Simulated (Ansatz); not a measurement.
**Molecular dynamics of Li**

Input file:

```yaml
accuracy: low
crystal:
  lattice:
    - [6.98, 0.0, 0.0]
    - [0.0, 6.98, 0.0]
    - [0.0, 0.0, 6.98]
  atoms:
    - { symbol: Li, position: [0.0, 0.0, 0.0] }
    - { symbol: Li, position: [0.5, 0.0, 0.0] }
    - { symbol: Li, position: [0.0, 0.5, 0.0] }
    - { symbol: Li, position: [0.0, 0.0, 0.5] }
    - { symbol: Li, position: [0.25, 0.25, 0.25] }
    - { symbol: Li, position: [0.5, 0.5, 0.0] }
    - { symbol: Li, position: [0.5, 0.0, 0.5] }
    - { symbol: Li, position: [0.75, 0.25, 0.25] }
    - { symbol: Li, position: [0.0, 0.5, 0.5] }
    - { symbol: Li, position: [0.25, 0.75, 0.25] }
    - { symbol: Li, position: [0.25, 0.25, 0.75] }
    - { symbol: Li, position: [0.5, 0.5, 0.5] }
    - { symbol: Li, position: [0.75, 0.75, 0.25] }
    - { symbol: Li, position: [0.75, 0.25, 0.75] }
    - { symbol: Li, position: [0.25, 0.75, 0.75] }
    - { symbol: Li, position: [0.75, 0.75, 0.75] }
basis:
  ecutwfc: 420.0
kpoints:
  mp_grid: { grid: [2, 2, 2] }
hamiltonian:
  xc: pbe
  dispersion: d3bj
scf:
  occupations: { method: fermi_dirac, width: 0.002 }
  lower_state_search: "off"
  max_iter: 71
md:
  timestep: 1
  n_steps: 130
  ensemble: nvt_langevin
  temperature: 1300.0
  initial_velocities: maxwell_boltzmann
  seed: 630118
  friction: 0.005
```

Run as:

```bash
$ ansatz run input.yaml --threads 1 --pin off --max-ram 3072MiB --backend cpu --events-out ev --progress --plain --runs-dir out
```

It starts from a structure without forces on its atoms.

Output, in part (step lines):

```
md step     0: t =     0.00 fs  T =  1218.8 K  F+E_penalty+E_count = -3276.96852127 eV  E_kin = 2.520570 eV  (11 SCF iters)
md step     1: t =     1.00 fs  T =  1231.0 K  F+E_penalty+E_count = -3276.97574950 eV  E_kin = 2.545958 eV  (71 SCF iters)
md step     2: t =     2.00 fs  T =  1263.4 K  F+E_penalty+E_count = -3276.98153185 eV  E_kin = 2.612828 eV  (16 SCF iters)
md step     3: t =     3.00 fs  T =  1203.7 K  F+E_penalty+E_count = -3276.98093523 eV  E_kin = 2.489447 eV  (14 SCF iters)
md step     4: t =     4.00 fs  T =  1149.6 K  F+E_penalty+E_count = -3276.97351493 eV  E_kin = 2.377538 eV  (13 SCF iters)
md step     5: t =     5.00 fs  T =  1120.9 K  F+E_penalty+E_count = -3276.95934565 eV  E_kin = 2.318248 eV  (8 SCF iters)
md step     6: t =     6.00 fs  T =  1103.3 K  F+E_penalty+E_count = -3276.93848145 eV  E_kin = 2.281851 eV  (7 SCF iters)
md step     7: t =     7.00 fs  T =  1105.1 K  F+E_penalty+E_count = -3276.91124251 eV  E_kin = 2.285522 eV  (7 SCF iters)
[... lines left out ...]
md step   129: t =   129.00 fs  T =   685.6 K  F+E_penalty+E_count = -3275.82447748 eV  E_kin = 1.417912 eV  (5 SCF iters)
md step   130: t =   130.00 fs  T =   684.1 K  F+E_penalty+E_count = -3275.82373128 eV  E_kin = 1.414863 eV  (7 SCF iters)
```

The steps, from the saved trajectory:

```
time (fs)  T (K)  potential energy less start (eV)
      0.0   1219                             0.000
      4.0   1150                            -0.005
      8.0   1051                             0.091
     12.0   1043                             0.287
     16.0    849                             0.587
     20.0    732                             0.919
     24.0    439                             1.215
     28.0    297                             1.428
     32.0    314                             1.497
     36.0    383                             1.438
     40.0    410                             1.297
     44.0    483                             1.151
     48.0    507                             1.017
     52.0    558                             0.909
     56.0    540                             0.839
     60.0    550                             0.809
     64.0    525                             0.797
     68.0    558                             0.806
     72.0    630                             0.844
     76.0    572                             0.904
     80.0    549                             0.959
     84.0    522                             1.035
     88.0    459                             1.118
     92.0    451                             1.205
     96.0    447                             1.262
    100.0    450                             1.263
    104.0    487                             1.214
    108.0    570                             1.164
    112.0    618                             1.135
    116.0    600                             1.130
    120.0    624                             1.125
    124.0    692                             1.132
    128.0    721                             1.143
```

The run went to its last step. The mean temperature of the second half is 57 % below the set value. A run of 0.13 ps of so small a system gives no equilibrium averages. The smearing is very narrow for this mesh. Limits of this set-up: coarse k mesh, low accuracy level.

Mean squared displacements from the first frame to the last, about the centre of mass: Li 0.22 Å².

Last frame:

```xyz
16
Lattice="6.9800 0.0000 0.0000 0.0000 6.9800 0.0000 0.0000 0.0000 6.9800" Properties=species:S:1:pos:R:3
Li 0.261 0.027 0.051
Li 3.683 0.015 -0.080
Li 0.048 2.771 -0.151
Li 0.674 0.111 3.065
Li 2.039 1.958 1.280
Li 3.863 3.513 -0.083
Li 3.449 -0.317 3.531
Li 4.764 1.681 1.706
Li 0.210 3.929 3.536
Li 1.417 5.120 1.355
Li 1.714 1.573 4.926
Li 3.125 3.636 3.624
Li 5.663 5.035 1.294
Li 5.069 1.996 4.709
Li 1.913 5.553 5.363
Li 5.386 5.684 5.101
```

Time of the run: 5.8 min on 1 thread of Arm Neoverse V2, with other jobs on the host, peak memory 0.5 GiB.
